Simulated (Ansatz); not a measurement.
I need harmonic frequencies at the relaxed geometry of BrClGaHO, SMILES [OH][Ga]([Cl])[Br]. Use the Python package of Ansatz (0.2.0). Settings (for the species named): r2SCAN, def2-SVP basis, multiplicity 1, D3BJ dispersion.

```xyz
5

O     0.0172    0.9231    0.4794
Ga   -0.2040   -0.3352   -0.1187
Cl    1.5118   -1.2659    0.9050
Br   -1.5557   -1.0589   -1.1314
H     0.2807    1.6631   -0.1757
```

The script, `freq_brclgaho.py`:
```python
"""Vibrations and zero-point energy of BrClGaHO."""

import itertools

import ansatz as az
from ase import Atoms
from ase.data import atomic_numbers, covalent_radii
from ase.thermochemistry import IdealGasThermo
import numpy as np

GEOMETRY = """
O     0.01720    0.92310    0.47940
Ga   -0.20400   -0.33520   -0.11870
Cl    1.51180   -1.26590    0.90500
Br   -1.55570   -1.05890   -1.13140
H     0.28070    1.66310   -0.17570
"""

molecule = az.Crystal.molecule()
for line in GEOMETRY.strip().splitlines():
    symbol, *xyz = line.split()
    molecule = molecule.atom(symbol, [float(v) for v in xyz])

model = molecule.calculation()
model = model.basis(gaussian="def2-SVP").functional("r2scan", dispersion="d3bj")
symbols = [site.symbol for site in molecule.cartesian_sites]
start = np.array([site.position_ang for site in molecule.cartesian_sites], dtype=float)
rep = model.relax(force_tolerance=0.003, max_steps=100).run(threads=1, pin="off").report
end = np.array(rep["positions_ang"])

# pairs closer than 1.2 times the sum of covalent radii, before or after
radius = [covalent_radii[atomic_numbers[s]] for s in symbols]
span = lambda where, i, j: np.linalg.norm(where[i] - where[j])
bonded = [(i, j) for i, j in itertools.combinations(range(len(symbols)), 2) if min(span(start, i, j), span(end, i, j)) < 1.2 * (radius[i] + radius[j])]
print("pair        before    after (A)")
for i, j in bonded:
    print(f"{symbols[i]}{i}-{symbols[j]}{j}".ljust(10), f"{span(start, i, j):8.4f} {span(end, i, j):8.4f}")
for first, second in list(itertools.combinations(bonded, 2)):
    shared = set(first) & set(second)
    if shared and symbols[(j := shared.pop())] != "H":
        i, k = sorted((set(first) | set(second)) - {j})
        u, v = end[i] - end[j], end[k] - end[j]
        angle = np.degrees(np.arccos(np.clip(u @ v / np.linalg.norm(u) / np.linalg.norm(v), -1, 1)))
        print(f"final angle {symbols[i]}{i}-{symbols[j]}{j}-{symbols[k]}{k}: {angle:.2f} deg")

# same settings at the minimum
minimum = az.Crystal.molecule()
for symbol, place in zip(symbols, end):
    minimum = minimum.atom(symbol, place.tolist())
vibrating = (
    minimum.calculation()
    .basis(gaussian="def2-SVP")  # the orbital basis, by name
    .functional("r2scan", dispersion="d3bj")
    .phonons(temperatures=(200, 600, 100))
)
vib = vibrating.run(threads=1, pin="off").report["vibrations"]
sums = vib["harmonic_sums"]
modes = [m["omega_inv_cm"] for m in sums["modes_at_gamma"] if m["rigid_motion"] == "no"]
print("frequencies (1/cm):", " ".join(f"{w:.0f}" for w in modes))
print("imaginary modes:", sum(w < 0 for w in modes), " zero-point energy:", round(sums["zero_point_energy_ev"], 4), "eV")
# rigid rotor and ideal gas, symmetry number taken as one
gas = IdealGasThermo(vib_energies=[w / 8065.544 for w in modes if w > 0], geometry="linear" if len(modes) == 3 * len(symbols) - 5 else "nonlinear",
                     atoms=Atoms(symbols, positions=end), symmetrynumber=1, spin=0.0)
print(f"H(298 K) - E = {gas.get_enthalpy(298.15, verbose=False):.4f} eV")
print(f"S(298 K, 1 bar) = {96485.33 * gas.get_entropy(298.15, 1e5, verbose=False):.1f} J/(mol K) with symmetry number 1")
```

```console
$ python freq_brclgaho.py
DeckWarning: the engine holds no damping parameters fitted to this dispersion correction and functional, so the run takes those fitted to r2scan beside the three-body term, which d3bj leaves out (hamiltonian.dispersion, under Limitations)
pair        before    after (A)
O0-Ga1       1.4107   1.7675
O0-H4        1.0228   0.9675
Ga1-Cl2      2.2041   2.1223
Ga1-Br3      1.8375   2.2699
final angle Ga1-O0-H4: 113.08 deg
final angle O0-Ga1-Cl2: 117.23 deg
final angle O0-Ga1-Br3: 121.83 deg
final angle Cl2-Ga1-Br3: 120.94 deg
frequencies (1/cm): 107 148 158 300 358 446 729 824 3842
imaginary modes: 0  zero-point energy: 0.4285 eV
H(298 K) - E = 0.6186 eV
S(298 K, 1 bar) = 346.9 J/(mol K) with symmetry number 1
```
(Warnings from the package without file and line.)

Caveats:
- The frequencies are harmonic and unscaled, in a modest basis.
- The entropy takes a symmetry number of 1; a symmetric molecule's is lower by R ln(sigma).
- A dispersion term here runs with damping parameters fitted for another variant or functional.
- Timing: 3 min on 1 thread of Arm Neoverse V2, with other jobs on the host, peak memory 0.29 GiB.
